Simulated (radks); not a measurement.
# Valence configurations of Ho

An exercise on one series of results from a longer session: the logs are not shown, and one member is left open.

The numbers are computed with radks (a radial shooting solver on a logarithmic mesh, Libxc functionals) version 1 (Dirac Kohn-Sham, LDA (Slater exchange, Perdew-Wang correlation), spin-unpolarised, spherical densities, point nucleus; open shells fill j = l - 1/2 first), except any that are marked as measured or tabulated.

2 further runs of the same task are left out: 2 that didn't finish.

## The atom as given

- element: holmium (Z = 67)
- charge: 0
- electrons: 67
- configuration: [Xe] 4f11 6s2
- others tried: 4f11 6s1 6p1; 4f10 6s2 6p1; 4f9 5d2 6s2; 4f11 5d0.5 6s1.5; 4f11.5 6s1.5; 4f11 5d1 6s1; 4f10 5d1 6s2

The first run:

The run's settings:

```text
Z 67
configuration [Xe] 4f11 6s2
relativity Dirac
functional lda,pw
spin unpolarised
j_filling energy
nucleus point
c 137.035999084
```

Among the steps run: [Xe] 4f11 6s2.

One of the session's tables, all rows but one given; the rest of the session is left out.

It belongs to the step «[Xe] 4f11 6s2». From the orbitals of this run (lengths in bohr):

```
level     <r>  outermost maximum (interpolated)  90 % within  nodes
4d3/2  0.5904                             0.518        0.889      1
4d5/2  0.6016                             0.527        0.906      1
5s1/2   1.277                              1.13         1.85      4
5p1/2   1.446                              1.24         2.14      3
5p3/2   1.560                              1.33         2.31      3
6s1/2   4.011                              3.36         5.97      5
4f5/2       ?                                 ?            ?      ?
4f7/2  0.8693                             0.526         1.53      0
```

Estimate the missing values for 4f5/2.

The run gave: <r>: 0.8454; outermost maximum (interpolated): 0.520; 90 % within: 1.48; nodes: 0. In the column «<r>» it lies between 4d5/2 (0.6016) and 4f7/2 (0.8693).
